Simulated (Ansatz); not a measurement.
# TaTi26C27: the cost of one run

Program: Ansatz 0.2.0. Level of theory: DFT, PBE, plane-wave PAW, default files, scalar-relativistic, as far as a step names no other. These are calculated values, not measurements.

The COD entry's cell or inner coordinates are ideal or old and differ from later refinements, so a difference from it is no clean test against experiment.

### 1 The structure to begin with

It takes space group Fm-3m (No. 225, cubic). Conventional cell: a = 12.956 Å, b = 12.956 Å, c = 12.956 Å, α = 90.00°, β = 90.00°, γ = 90.00°. Around Ta (site symmetry m-3m) lie 6 C at 2.16 Å. Around Ti (site symmetry mm2) lie 6 C at 2.16 Å. Ti (site symmetry 3m) is surrounded by 6 C at 2.16 Å. Ti (site symmetry 4mm) is surrounded by 6 C at 2.16 Å. Around C (site symmetry 3m) lie 6 Ti at 2.16 Å. C (site symmetry 4mm) is surrounded by 5 Ti at 2.16 Å and 1 Ta at 2.16 Å. C (site symmetry mm2) is surrounded by 6 Ti at 2.16 Å. Around C (site symmetry m-3m) lie 6 Ti at 2.16 Å.

Structure file:

```
Ta Ti C
1.0
     0.00000    6.47790    6.47790
     6.47790    0.00000    6.47790
     6.47790    6.47790    0.00000
Ta Ti C
1 26 27
Direct
  0.00000 0.00000 0.00000
  0.00000 0.00000 0.33333
  0.00000 0.00000 0.66667
  0.00000 0.33333 0.00000
  0.00000 0.33333 0.33333
  0.00000 0.33333 0.66667
  0.00000 0.66667 0.00000
  0.00000 0.66667 0.33333
  0.00000 0.66667 0.66667
  0.33333 0.00000 0.00000
  0.33333 0.00000 0.33333
  0.33333 0.00000 0.66667
  0.33333 0.33333 0.00000
  0.33333 0.33333 0.33333
  0.33333 0.33333 0.66667
  0.33333 0.66667 0.00000
  0.33333 0.66667 0.33333
  0.33333 0.66667 0.66667
  0.66667 0.00000 0.00000
  0.66667 0.00000 0.33333
  0.66667 0.00000 0.66667
  0.66667 0.33333 0.00000
  0.66667 0.33333 0.33333
  0.66667 0.33333 0.66667
  0.66667 0.66667 0.00000
  0.66667 0.66667 0.33333
  0.66667 0.66667 0.66667
  0.16667 0.16667 0.16667
  0.16667 0.16667 0.50000
  0.16667 0.16667 0.83333
  0.16667 0.50000 0.16667
  0.16667 0.50000 0.50000
  0.16667 0.50000 0.83333
  0.16667 0.83333 0.16667
  0.16667 0.83333 0.50000
  0.16667 0.83333 0.83333
  0.50000 0.16667 0.16667
  0.50000 0.16667 0.50000
  0.50000 0.16667 0.83333
  0.50000 0.50000 0.16667
  0.50000 0.50000 0.50000
  0.50000 0.50000 0.83333
  0.50000 0.83333 0.16667
  0.50000 0.83333 0.50000
  0.50000 0.83333 0.83333
  0.83333 0.16667 0.16667
  0.83333 0.16667 0.50000
  0.83333 0.16667 0.83333
  0.83333 0.50000 0.16667
  0.83333 0.50000 0.50000
  0.83333 0.50000 0.83333
  0.83333 0.83333 0.16667
  0.83333 0.83333 0.50000
  0.83333 0.83333 0.83333
```

Atom 1 of the input is the impurity.

### 2 Single point at the given positions

The input, input.yaml:

```yaml
crystal:
  lattice:
    - [0.0, 6.4779, 6.4779]
    - [6.4779, 0.0, 6.4779]
    - [6.4779, 6.4779, 0.0]
  atoms:
    - { symbol: Ta, position: [0.0, 0.0, 0.0] }
    - { symbol: Ti, position: [0.0, 0.0, 0.3333333333] }
    - { symbol: Ti, position: [0.0, 0.0, 0.6666666667] }
    - { symbol: Ti, position: [0.0, 0.3333333333, 0.0] }
    - { symbol: Ti, position: [0.0, 0.3333333333, 0.3333333333] }
    - { symbol: Ti, position: [0.0, 0.3333333333, 0.6666666667] }
    - { symbol: Ti, position: [0.0, 0.6666666667, 0.0] }
    - { symbol: Ti, position: [0.0, 0.6666666667, 0.3333333333] }
    - { symbol: Ti, position: [0.0, 0.6666666667, 0.6666666667] }
    - { symbol: Ti, position: [0.3333333333, 0.0, 0.0] }
    - { symbol: Ti, position: [0.3333333333, 0.0, 0.3333333333] }
    - { symbol: Ti, position: [0.3333333333, 0.0, 0.6666666667] }
    - { symbol: Ti, position: [0.3333333333, 0.3333333333, 0.0] }
    - { symbol: Ti, position: [0.3333333333, 0.3333333333, 0.3333333333] }
    - { symbol: Ti, position: [0.3333333333, 0.3333333333, 0.6666666667] }
    - { symbol: Ti, position: [0.3333333333, 0.6666666667, 0.0] }
    - { symbol: Ti, position: [0.3333333333, 0.6666666667, 0.3333333333] }
    - { symbol: Ti, position: [0.3333333333, 0.6666666667, 0.6666666667] }
    - { symbol: Ti, position: [0.6666666667, 0.0, 0.0] }
    - { symbol: Ti, position: [0.6666666667, 0.0, 0.3333333333] }
    - { symbol: Ti, position: [0.6666666667, 0.0, 0.6666666667] }
    - { symbol: Ti, position: [0.6666666667, 0.3333333333, 0.0] }
    - { symbol: Ti, position: [0.6666666667, 0.3333333333, 0.3333333333] }
    - { symbol: Ti, position: [0.6666666667, 0.3333333333, 0.6666666667] }
    - { symbol: Ti, position: [0.6666666667, 0.6666666667, 0.0] }
    - { symbol: Ti, position: [0.6666666667, 0.6666666667, 0.3333333333] }
    - { symbol: Ti, position: [0.6666666667, 0.6666666667, 0.6666666667] }
    - { symbol: C, position: [0.1666666667, 0.1666666667, 0.1666666667] }
    - { symbol: C, position: [0.1666666667, 0.1666666667, 0.5] }
    - { symbol: C, position: [0.1666666667, 0.1666666667, 0.8333333333] }
    - { symbol: C, position: [0.1666666667, 0.5, 0.1666666667] }
    - { symbol: C, position: [0.1666666667, 0.5, 0.5] }
    - { symbol: C, position: [0.1666666667, 0.5, 0.8333333333] }
    - { symbol: C, position: [0.1666666667, 0.8333333333, 0.1666666667] }
    - { symbol: C, position: [0.1666666667, 0.8333333333, 0.5] }
    - { symbol: C, position: [0.1666666667, 0.8333333333, 0.8333333333] }
    - { symbol: C, position: [0.5, 0.1666666667, 0.1666666667] }
    - { symbol: C, position: [0.5, 0.1666666667, 0.5] }
    - { symbol: C, position: [0.5, 0.1666666667, 0.8333333333] }
    - { symbol: C, position: [0.5, 0.5, 0.1666666667] }
    - { symbol: C, position: [0.5, 0.5, 0.5] }
    - { symbol: C, position: [0.5, 0.5, 0.8333333333] }
    - { symbol: C, position: [0.5, 0.8333333333, 0.1666666667] }
    - { symbol: C, position: [0.5, 0.8333333333, 0.5] }
    - { symbol: C, position: [0.5, 0.8333333333, 0.8333333333] }
    - { symbol: C, position: [0.8333333333, 0.1666666667, 0.1666666667] }
    - { symbol: C, position: [0.8333333333, 0.1666666667, 0.5] }
    - { symbol: C, position: [0.8333333333, 0.1666666667, 0.8333333333] }
    - { symbol: C, position: [0.8333333333, 0.5, 0.1666666667] }
    - { symbol: C, position: [0.8333333333, 0.5, 0.5] }
    - { symbol: C, position: [0.8333333333, 0.5, 0.8333333333] }
    - { symbol: C, position: [0.8333333333, 0.8333333333, 0.1666666667] }
    - { symbol: C, position: [0.8333333333, 0.8333333333, 0.5] }
    - { symbol: C, position: [0.8333333333, 0.8333333333, 0.8333333333] }
total_charge: 1
kpoints:
  mp_grid: { grid: [3, 3, 3] }
scf:
  occupations: { method: fermi_dirac, width: 0.01 }
hamiltonian:
  xc: pbe
  pseudopotentials: { kind: paw }
output:
  forces: true
  stress: true
  populations: true
  efg:
    quadrupole_moments_barn: { Ta: 3.17, Ti: 0.247 }
    contact_densities: true
```

Run with:

```
$ ansatz run input.yaml --threads 1 --pin off --max-ram 3072MiB --backend cpu --events-out ev --progress --plain --runs-dir out
```

Q: Estimate wall time and peak memory on 1 thread of Intel Xeon Platinum 8259CL at 2.50GHz (Skylake/Cascade Lake), shared host.

About 61 s, with a peak of 1.4 GiB.
